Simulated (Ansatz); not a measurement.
**Sn3C: how the settings move a single-point run**

Aim: see which settings change the result for Sn3C, by how much, and at what cost. The cell is built on a prototype (ordering on diamond) and needn't be the phase found in nature.

Program: Ansatz 0.2.0. Level of theory: reference: DFT, r2SCAN, plane waves, PAW. These are calculated values, not measurements.

### 1 The structure to begin with

Symmetry: P-4m2, No. 115, tetragonal system. The conventional cell has a = 3.881 Å, b = 3.881 Å, c = 6.558 Å, α = 90.00°, β = 90.00°, γ = 90.00°. C (site symmetry -4m2) has 4 Sn at 2.27 Å as nearest neighbours. Around Sn (site symmetry 2mm) lie 2 C at 2.27 Å. Sn (site symmetry -4m2) is surrounded by 4 Sn at 2.86 Å.

Coordinates:

```
C Sn
1.0
     3.88069    0.00000    0.00000
     0.00000    3.88069    0.00000
     0.00000    0.00000    6.55752
C Sn
1 3
Direct
  0.00000 0.00000 0.00000
  0.00000 0.50000 0.17882
  0.50000 0.50000 0.50000
  0.50000 0.00000 0.82118
```

### 2 The reference run

input.yaml reads:

```yaml
crystal:
  lattice:
    - [3.880693875, 0.0, 0.0]
    - [0.0, 3.880693875, 0.0]
    - [0.0, 0.0, 6.5575212838]
  atoms:
    - { symbol: C, position: [0.0, 0.0, 0.0] }
    - { symbol: Sn, position: [0.0, 0.5, 0.1788197006] }
    - { symbol: Sn, position: [0.5, 0.5, 0.5] }
    - { symbol: Sn, position: [0.5, 0.0, 0.8211802994] }
kpoints:
  mp_grid: { grid: [4, 4, 4] }
hamiltonian:
  xc: r2scan
scf:
  occupations: { method: fermi_dirac, width: 0.02 }
  n_extra_bands: 5
output:
  forces: true
  stress: true
  eigenvalues: true
```

Started as:

```console
> ansatz run input.yaml --threads 4 --pin off --max-ram 3686MiB --backend cpu --events-out ev --progress --plain --runs-dir out
```

Standard output, shortened:

```text
Warning: RAYON_NUM_THREADS=4 ignored (pool sized by the plan → 4); use --threads N
scf.n_extra_bands = 5 over 23 filled bands (N_el = 46.0): the run solves 28 bands
[...]
Pseudopotentials: kind: paw
Pseudopotential: C, paw, valence charge 4, recommended cutoff 500 eV (meta_gga), C.paw.azcp
Pseudopotential: Sn, paw, valence charge 14, recommended cutoff 500 eV (meta_gga), Sn.paw.azcp
Functional definition: r2SCAN
[...]
Crystal: 4 atoms, lattice volume = 98.755 Å³
Basis set: ecut = 500 eV, 2479 PW (Γ), exchange–correlation on 120×120×192 points (64 copies of the dense FFT grid, shifted against one another)
Bands: 28, of which v1, the nominal top of the filled ones, is band 23 counted from 1 (22 counted from 0)
Symmetry: 8 space group operations
Space group: P-4m2 (ITA 115), of the structure as read, at distance tolerance 4.6e-5 Å
k-points: 18 of 64 (time reversal used)
[...]
SCF iter   1: F=—  HF=-18364.569529 eV  |F-HF|=—  |Δ(HF+E_count)|=         —  Δρ=6.48e-3  dr2=3.31e-2  dr2_τ=4.16e-2  ethr=1.77e-3  ⟨swp⟩=6.8  Hψ=2378  notcnv=0
[...]
SCF iter   8: F=-18364.586224 eV  HF=-18364.586224 eV  |F-HF|=3.32e-8  |Δ(HF+E_count)|=   5.10e-7  Δρ=3.36e-6  dr2=8.93e-9  dr2_τ=1.93e-10  ethr=2.17e-10  ⟨swp⟩=7.9  Hψ=2384  notcnv=0
[...]
SCF converged after 8 iterations
Free energy (F): -18364.586224 eV
[...]
E sigma→0 (E₀):  -18364.583936 eV
Entropy (-TS):   -0.004577 eV (-1.144 meV/atom)
Fermi energy:    9.946088 eV
[...]
--- Forces (eV/Å), atoms counted from 1 ---
  atom   1  C      0.00000000     0.00000000     0.00000000
  atom   2  Sn     0.00000000     0.00000000    -0.57301648
  atom   3  Sn    -0.00000000     0.00000000     0.00000000
  atom   4  Sn     0.00000000     0.00000000     0.57301648
[...]
--- Stress (GPa, compression-positive) ---
       -1.033826       0.000000      -0.000000
        0.000000      -1.033826       0.000000
       -0.000000       0.000000       3.044582
  P = ⅓ Tr σ = 0.3256 GPa (3.256 kbar)
--- Band table (eV; the first three rows and the last of 18) ---
[...]
```

It took 6.1 s on 4 threads of Arm Neoverse N1, shared host; peak memory 0.5 GiB.

### 3 A run with other settings

Changes to input.yaml since step 2:

```diff
@@ -15,3 +15,3 @@
 scf:
-  occupations: { method: fermi_dirac, width: 0.02 }
+  occupations: { method: fixed }
   n_extra_bands: 5
```

Started as:

```console
> ansatz run input.yaml --threads 4 --pin off --max-ram 3686MiB --backend cpu --events-out ev --progress --plain --runs-dir out
```

Standard output, shortened:

```text
Warning: RAYON_NUM_THREADS=4 ignored (pool sized by the plan → 4); use --threads N
scf.n_extra_bands = 5 over 23 filled bands (N_el = 46.0): the run solves 28 bands
[...]
[... 4 set-up lines as earlier in the session ...]
[...]
Crystal: 4 atoms, lattice volume = 98.755 Å³
Basis set: ecut = 500 eV, 2479 PW (Γ), exchange–correlation on 120×120×192 points (64 copies of the dense FFT grid, shifted against one another)
Bands: 28, of which v1, the nominal top of the filled ones, is band 23 counted from 1 (22 counted from 0)
[... 2 set-up lines as earlier in the session ...]
k-points: 18 of 64 (time reversal used)
[...]
SCF iter   1: F=—  HF=-18364.427530 eV  |F-HF|=—  |Δ(HF+E_count)|=         —  Δρ=6.73e-3  dr2=2.89e-2  dr2_τ=4.63e-2  ethr=1.77e-3  ⟨swp⟩=4.5  Hψ=1935  notcnv=0  defer=51
[...]
SCF iter   8: F=-18364.447768 eV  HF=-18364.447768 eV  |F-HF|=1.43e-9  |Δ(HF+E_count)|=   6.88e-8  Δρ=2.66e-6  dr2=8.16e-9  dr2_τ=8.54e-11  ethr=2.17e-10  ⟨swp⟩=11.2  Hψ=2525  notcnv=0
WARN: a fill by count may have filled part of one level: at k-index 0 the highest filled band, 10.471344 eV, and the lowest empty band, 10.471344 eV, stand 3.553e-15 eV apart, within the solve's uncertainty, 3.162e-4 eV. If they are one level, whatever splits it, however little, can move [...]
SCF converged after 8 iterations
Free energy (F): -18364.447768 eV
[...]
E sigma→0 (E₀):  -18364.447768 eV
Fermi energy:    10.471344 eV
[...]
--- Forces (eV/Å), atoms counted from 1 ---
  atom   1  C     -0.00000000     0.00000000     0.00000000
  atom   2  Sn     0.00000000     0.00000000    -0.18053578
  atom   3  Sn    -0.00000000     0.00000000     0.00000000
  atom   4  Sn     0.00000000     0.00000000     0.18053578
[...]
--- Stress (GPa, compression-positive) ---
        0.972034       0.000000      -0.000000
        0.000000       0.972034       0.000000
       -0.000000       0.000000       0.044955
  P = ⅓ Tr σ = 0.6630 GPa (6.630 kbar)
--- Band table (eV; the first three rows and the last of 18) ---
[...]
```

Wall time 6.4 s (4 threads of Arm Neoverse N1, shared host); peak memory 0.51 GiB.

### 4 Checking the result

The program finished normally, with warnings (band overlap at count, metallic iterate, unresolved pair at count). Its log warns: «a fill by count may have filled part of one level: at k-index 0 the highest filled band, 10.471344 eV, and the lowest empty band, 10.471344 eV, stand 3.553e-15 eV apart ...»

Look at the input: scf.occupations.method is fixed; scf.occupations.width is missing. The risk: fixed occupations where they can't hold. It still converged here, which does not make the setting sound.

The way back: set scf.occupations.method to fermi_dirac and scf.occupations.width to 0.02.

Changing the smearing moves the energy by +34.0 meV/atom (σ→0 values), and the pressure goes from 0.3 to 0.7 GPa and the largest force goes from 0.57 to 0.18 eV/Å.

### 5 Changing settings: mp_grid.grid [3, 3, 3]

Changes to input.yaml since step 2:

```diff
@@ -11,3 +11,3 @@
 kpoints:
-  mp_grid: { grid: [4, 4, 4] }
+  mp_grid: { grid: [3, 3, 3] }
 hamiltonian:
```

Started as:

```console
> ansatz run input.yaml --threads 4 --pin off --max-ram 3686MiB --backend cpu --events-out ev --progress --plain --runs-dir out
```

Standard output, shortened:

```text
Warning: RAYON_NUM_THREADS=4 ignored (pool sized by the plan → 4); use --threads N
scf.n_extra_bands = 5 over 23 filled bands (N_el = 46.0): the run solves 28 bands
[...]
[... 4 set-up lines as earlier in the session ...]
[...]
Crystal: 4 atoms, lattice volume = 98.755 Å³
Basis set: ecut = 500 eV, 2479 PW (Γ), exchange–correlation on 120×120×192 points (64 copies of the dense FFT grid, shifted against one another)
Bands: 28, of which v1, the nominal top of the filled ones, is band 23 counted from 1 (22 counted from 0)
[... 2 set-up lines as earlier in the session ...]
k-points: 6 of 27 (time reversal used)
[...]
SCF iter   1: F=—  HF=-18364.473665 eV  |F-HF|=—  |Δ(HF+E_count)|=         —  Δρ=7.94e-3  dr2=2.04e-1  dr2_τ=5.14e-2  ethr=1.77e-3  ⟨swp⟩=6.8  Hψ=807  notcnv=0
[...]
SCF iter   9: F=-18364.476797 eV  HF=-18364.476797 eV  |F-HF|=6.15e-10  |Δ(HF+E_count)|=   4.91e-8  Δρ=1.53e-6  dr2=3.12e-9  dr2_τ=1.33e-10  ethr=2.17e-10  ⟨swp⟩=5.0  Hψ=540  notcnv=0
[...]
SCF converged after 9 iterations
Free energy (F): -18364.476797 eV
[...]
E sigma→0 (E₀):  -18364.474582 eV
Entropy (-TS):   -0.004430 eV (-1.108 meV/atom)
Fermi energy:    9.789346 eV
[...]
--- Forces (eV/Å), atoms counted from 1 ---
  atom   1  C      0.00000000     0.00000000     0.00000000
  atom   2  Sn    -0.00000000     0.00000000    -0.84981700
  atom   3  Sn    -0.00000000     0.00000000     0.00000000
  atom   4  Sn     0.00000000     0.00000000     0.84981700
[...]
--- Stress (GPa, compression-positive) ---
       -1.751467       0.000000      -0.000000
        0.000000      -1.751467       0.000000
       -0.000000       0.000000       4.244370
  P = ⅓ Tr σ = 0.2471 GPa (2.471 kbar)
--- Band table (eV; the first three rows and the last of 6) ---
[...]
```

Run time: 3.6 s. Hardware: 4 threads of Arm Neoverse N1, shared host; peak memory 0.49 GiB.

Changing the k-point mesh moves the energy by +27.4 meV/atom, and the largest force goes from 0.57 to 0.85 eV/Å. Sampling errors of the energy have no fixed sign. Cost: 9 SCF cycles against 8, 3.6 s against 6.1 s.

### 6 Changed: symmetry.detect false

Changes to input.yaml since step 2:

```diff
@@ -10,2 +10,3 @@
     - { symbol: Sn, position: [0.5, 0.0, 0.8211802994] }
+  symmetry: { detect: false }
 kpoints:
```

Started as:

```console
> ansatz run input.yaml --threads 4 --pin off --max-ram 3686MiB --backend cpu --events-out ev --progress --plain --runs-dir out
```

Standard output, shortened:

```text
Warning: RAYON_NUM_THREADS=4 ignored (pool sized by the plan → 4); use --threads N
scf.n_extra_bands = 5 over 23 filled bands (N_el = 46.0): the run solves 28 bands
[...]
[... 4 set-up lines as earlier in the session ...]
[...]
Crystal: 4 atoms, lattice volume = 98.755 Å³
Basis set: ecut = 500 eV, 2479 PW (Γ), exchange–correlation on 120×120×192 points (64 copies of the dense FFT grid, shifted against one another)
Bands: 28, of which v1, the nominal top of the filled ones, is band 23 counted from 1 (22 counted from 0)
Symmetry: 1 space group operations
k-points: 36 of 64 (time reversal used)
[...]
SCF iter   1: F=—  HF=-18364.569389 eV  |F-HF|=—  |Δ(HF+E_count)|=         —  Δρ=6.47e-3  dr2=3.30e-2  dr2_τ=4.16e-2  ethr=1.77e-3  ⟨swp⟩=6.9  Hψ=4788  notcnv=0
[...]
SCF iter   8: F=-18364.586224 eV  HF=-18364.586224 eV  |F-HF|=3.36e-8  |Δ(HF+E_count)|=   5.09e-7  Δρ=3.35e-6  dr2=8.84e-9  dr2_τ=1.85e-10  ethr=2.17e-10  ⟨swp⟩=8.1  Hψ=4790  notcnv=0
[...]
SCF converged after 8 iterations
Free energy (F): -18364.586224 eV
[...]
E sigma→0 (E₀):  -18364.583936 eV
Entropy (-TS):   -0.004577 eV (-1.144 meV/atom)
Fermi energy:    9.946088 eV
[...]
--- Forces (eV/Å), atoms counted from 1 ---
  atom   1  C     -0.00000077    -0.00000048    -0.00000043
  atom   2  Sn     0.00000222     0.00000043    -0.57301565
  atom   3  Sn    -0.00000196    -0.00000322    -0.00000055
  atom   4  Sn     0.00000066     0.00000286     0.57301577
[...]
--- Stress (GPa, compression-positive) ---
       -1.033830      -0.000000       0.000003
       -0.000000      -1.033826      -0.000002
        0.000003      -0.000002       3.044581
  P = ⅓ Tr σ = 0.3256 GPa (3.256 kbar)
--- Band table (eV; the first three rows and the last of 36) ---
[...]
```

Run time: 13 s. Hardware: 4 threads of Arm Neoverse N1, shared host; peak memory 0.54 GiB.

Energy and cycle count are those of the reference, so the change (use of symmetry) left the result and the number of cycles as they were. Cost: 13 s against 6.1 s.

### 7 Changing settings: ecutwfc 600

Changes to input.yaml since step 2:

```diff
@@ -21 +21,3 @@
   eigenvalues: true
+basis:
+  ecutwfc: 600
```

Started as:

```console
> ansatz run input.yaml --threads 4 --pin off --max-ram 3686MiB --backend cpu --events-out ev --progress --plain --runs-dir out
```

Standard output, shortened:

```text
Warning: RAYON_NUM_THREADS=4 ignored (pool sized by the plan → 4); use --threads N
scf.n_extra_bands = 5 over 23 filled bands (N_el = 46.0): the run solves 28 bands
[...]
[... 4 set-up lines as earlier in the session ...]
[...]
Crystal: 4 atoms, lattice volume = 98.755 Å³
Basis set: ecut = 600 eV, 3291 PW (Γ), exchange–correlation on 128×128×216 points (64 copies of the dense FFT grid, shifted against one another)
Bands: 28, of which v1, the nominal top of the filled ones, is band 23 counted from 1 (22 counted from 0)
[... 2 set-up lines as earlier in the session ...]
k-points: 18 of 64 (time reversal used)
[...]
SCF iter   1: F=—  HF=-18364.570659 eV  |F-HF|=—  |Δ(HF+E_count)|=         —  Δρ=6.48e-3  dr2=3.30e-2  dr2_τ=4.15e-2  ethr=1.77e-3  ⟨swp⟩=6.8  Hψ=2410  notcnv=0
[...]
SCF iter   8: F=-18364.587509 eV  HF=-18364.587509 eV  |F-HF|=8.20e-8  |Δ(HF+E_count)|=   7.72e-7  Δρ=4.27e-6  dr2=1.35e-8  dr2_τ=2.00e-10  ethr=2.17e-10  ⟨swp⟩=8.3  Hψ=2493  notcnv=0
[...]
SCF converged after 8 iterations
Free energy (F): -18364.587509 eV
[...]
E sigma→0 (E₀):  -18364.585219 eV
Entropy (-TS):   -0.004579 eV (-1.145 meV/atom)
Fermi energy:    9.945990 eV
[...]
--- Forces (eV/Å), atoms counted from 1 ---
  atom   1  C      0.00000000     0.00000000     0.00000000
  atom   2  Sn    -0.00000000     0.00000000    -0.57312419
  atom   3  Sn    -0.00000000     0.00000000     0.00000000
  atom   4  Sn     0.00000000     0.00000000     0.57312419
[...]
--- Stress (GPa, compression-positive) ---
       -1.035721       0.000000      -0.000000
        0.000000      -1.035721       0.000000
       -0.000000       0.000000       3.042662
  P = ⅓ Tr σ = 0.3237 GPa (3.237 kbar)
--- Band table (eV; the first three rows and the last of 18) ---
[...]
```

Wall time 7.7 s (4 threads of Arm Neoverse N1, shared host); peak memory 0.57 GiB.

Changing the cutoff leaves the energy as it was (-0.3 meV/atom).

### 8 Changed: occupations.method gaussian, occupations.width 0.5

Changes to input.yaml since step 2:

```diff
@@ -15,3 +15,3 @@
 scf:
-  occupations: { method: fermi_dirac, width: 0.02 }
+  occupations: { method: gaussian, width: 0.5 }
   n_extra_bands: 5
```

Started as:

```console
> ansatz run input.yaml --threads 4 --pin off --max-ram 3686MiB --backend cpu --events-out ev --progress --plain --runs-dir out
```

Standard output, shortened:

```text
Warning: RAYON_NUM_THREADS=4 ignored (pool sized by the plan → 4); use --threads N
scf.n_extra_bands = 5 over 23 filled bands (N_el = 46.0): the run solves 28 bands
[...]
[... 4 set-up lines as earlier in the session ...]
[...]
Crystal: 4 atoms, lattice volume = 98.755 Å³
Basis set: ecut = 500 eV, 2479 PW (Γ), exchange–correlation on 120×120×192 points (64 copies of the dense FFT grid, shifted against one another)
Bands: 28, of which v1, the nominal top of the filled ones, is band 23 counted from 1 (22 counted from 0)
[... 2 set-up lines as earlier in the session ...]
k-points: 18 of 64 (time reversal used)
[...]
SCF iter   1: F=—  HF=-18364.679683 eV  |F-HF|=—  |Δ(HF+E_count)|=         —  Δρ=6.30e-3  dr2=2.43e-2  dr2_τ=4.27e-2  ethr=1.77e-3  ⟨swp⟩=5.3  Hψ=2102  notcnv=0
[...]
SCF iter   7: F=-18364.698360 eV  HF=-18364.698360 eV  |F-HF|=8.49e-9  |Δ(HF+E_count)|=   9.05e-7  Δρ=4.24e-6  dr2=4.86e-8  dr2_τ=2.03e-10  ethr=2.17e-10  ⟨swp⟩=4.8  Hψ=2567  notcnv=0
[...]
SCF converged after 7 iterations
Free energy (F): -18364.698360 eV
[...]
E sigma→0 (E₀):  -18364.590368 eV
Entropy (-TS):   -0.215984 eV (-53.996 meV/atom)
Fermi energy:    9.731103 eV
[...]
--- Forces (eV/Å), atoms counted from 1 ---
  atom   1  C      0.00000000     0.00000000     0.00000000
  atom   2  Sn    -0.00000000     0.00000000    -0.41626229
  atom   3  Sn    -0.00000000     0.00000000     0.00000000
  atom   4  Sn     0.00000000     0.00000000     0.41626229
[...]
--- Stress (GPa, compression-positive) ---
       -0.731987       0.000000      -0.000000
        0.000000      -0.731987       0.000000
       -0.000000       0.000000       2.183241
  P = ⅓ Tr σ = 0.2398 GPa (2.398 kbar)
--- Band table (eV; the first three rows and the last of 18) ---
[...]
```

Wall time 5.5 s (4 threads of Arm Neoverse N1, shared host); peak memory 0.51 GiB.

Changing the smearing moves the energy by -1.6 meV/atom (σ→0 values), and the largest force goes from 0.57 to 0.42 eV/Å. Cost: 7 SCF cycles against 8.

### 9 Changing settings: mp_grid.shift [0, 0, 0.5]

Changes to input.yaml since step 2:

```diff
@@ -11,3 +11,3 @@
 kpoints:
-  mp_grid: { grid: [4, 4, 4] }
+  mp_grid: { grid: [4, 4, 4], shift: [0, 0, 0.5] }
 hamiltonian:
```

Started as:

```console
> ansatz run input.yaml --threads 4 --pin off --max-ram 3686MiB --backend cpu --events-out ev --progress --plain --runs-dir out
```

Standard output, shortened:

```text
Warning: RAYON_NUM_THREADS=4 ignored (pool sized by the plan → 4); use --threads N
scf.n_extra_bands = 5 over 23 filled bands (N_el = 46.0): the run solves 28 bands
[...]
[... 4 set-up lines as earlier in the session ...]
[...]
Crystal: 4 atoms, lattice volume = 98.755 Å³
Basis set: ecut = 500 eV, 2479 PW (Γ), exchange–correlation on 120×120×192 points (64 copies of the dense FFT grid, shifted against one another)
Bands: 28, of which v1, the nominal top of the filled ones, is band 23 counted from 1 (22 counted from 0)
[... 2 set-up lines as earlier in the session ...]
k-points: 12 of 64 (time reversal used)
[...]
SCF iter   1: F=—  HF=-18364.567862 eV  |F-HF|=—  |Δ(HF+E_count)|=         —  Δρ=6.53e-3  dr2=2.86e-2  dr2_τ=4.38e-2  ethr=1.77e-3  ⟨swp⟩=6.8  Hψ=1610  notcnv=0
[...]
SCF iter   8: F=-18364.587351 eV  HF=-18364.587351 eV  |F-HF|=5.67e-9  |Δ(HF+E_count)|=   2.55e-7  Δρ=3.82e-6  dr2=1.88e-8  dr2_τ=3.07e-10  ethr=2.17e-10  ⟨swp⟩=7.4  Hψ=1429  notcnv=0
[...]
SCF converged after 8 iterations
Free energy (F): -18364.587351 eV
[...]
E sigma→0 (E₀):  -18364.585765 eV
Entropy (-TS):   -0.003172 eV (-0.793 meV/atom)
Fermi energy:    9.971036 eV
[...]
--- Forces (eV/Å), atoms counted from 1 ---
  atom   1  C      0.00000000     0.00000000     0.00000000
  atom   2  Sn    -0.00000000     0.00000000    -0.43016657
  atom   3  Sn    -0.00000000     0.00000000     0.00000000
  atom   4  Sn     0.00000000     0.00000000     0.43016657
[...]
--- Stress (GPa, compression-positive) ---
       -0.214508       0.000000      -0.000000
        0.000000      -0.214508       0.000000
       -0.000000       0.000000       1.116201
  P = ⅓ Tr σ = 0.2291 GPa (2.291 kbar)
--- Band table (eV; the first three rows and the last of 12) ---
[...]
```

It took 4.8 s on 4 threads of Arm Neoverse N1, shared host; peak memory 0.51 GiB.

Changing the k-point mesh moves the energy by -0.3 meV/atom, and the largest force goes from 0.57 to 0.43 eV/Å. The energy is not variational in the mesh, so the sign tells nothing.

### 10 Side by side

| run | ending | energy change | pressure (GPa) | gap (eV) | force (eV/Å) | cycles | time |
| --- | --- | --- | --- | --- | --- | --- | --- |
| reference | converged | 0 | 0.3 | 0.00 | 0.57 | 8 | 6.1 s |
| 1: occupations.method fixed, width left out | converged | +34.0 meV/atom (σ→0) | 0.7 | 0.00 | 0.18 | 8 | 6.4 s |
| 2: mp_grid.grid [3, 3, 3] | converged | +27.4 meV/atom | 0.2 | 0.00 | 0.85 | 9 | 3.6 s |
| 3: symmetry.detect false | converged | 0.0 meV/atom | 0.3 | 0.00 | 0.57 | 8 | 13 s |
| 4: ecutwfc 600 | converged | -0.3 meV/atom | 0.3 | 0.00 | 0.57 | 8 | 7.7 s |
| 5: occupations.method gaussian, occupations.width 0.5 | converged | -1.6 meV/atom (σ→0) | 0.2 | 0.00 | 0.42 | 7 | 5.5 s |
| 6: mp_grid.shift [0, 0, 0.5] | converged | -0.3 meV/atom | 0.2 | 0.00 | 0.43 | 8 | 4.8 s |

Residual by cycle in the longest SCF loop of each run; runs are numbered as in the table. The quantity is the density residual dr2, in eV.

```
cycle  reference    run 1    run 2    run 3    run 4    run 5    run 6
    1     0.0331   0.0289    0.204    0.033    0.033   0.0243   0.0286
    2    0.00959  0.00713   0.0229  0.00945  0.00961  0.00904  0.00824
    3    0.00171   5.8e-4  0.00774  0.00172  0.00175   5.9e-4  0.00111
    4     4.1e-4   1.2e-4   7.7e-4   4.1e-4   4.2e-4   4.6e-5   1.8e-4
    5     1.6e-4   1.5e-5   1.6e-4   1.5e-4   1.7e-4   9.2e-6   6.3e-5
    6     8.9e-6   1.2e-6   2.5e-5   8.9e-6   1.1e-5   8.3e-7   3.5e-6
    7     4.1e-7   1.6e-7   6.7e-7   4.1e-7   4.9e-7   4.9e-8   1.5e-7
    8     8.9e-9   8.2e-9   1.4e-7   8.8e-9   1.4e-8        -   1.9e-8
    9          -        -   3.1e-9        -        -        -        -
```

**Reading.** Run 1 forced a fixed filling on bands that overlap, as the log warns, so it is not on the ground state. Of the variants the dearest is «symmetry.detect false» (13 s), the cheapest «mp_grid.grid [3, 3, 3]» (3.6 s), on a shared host.
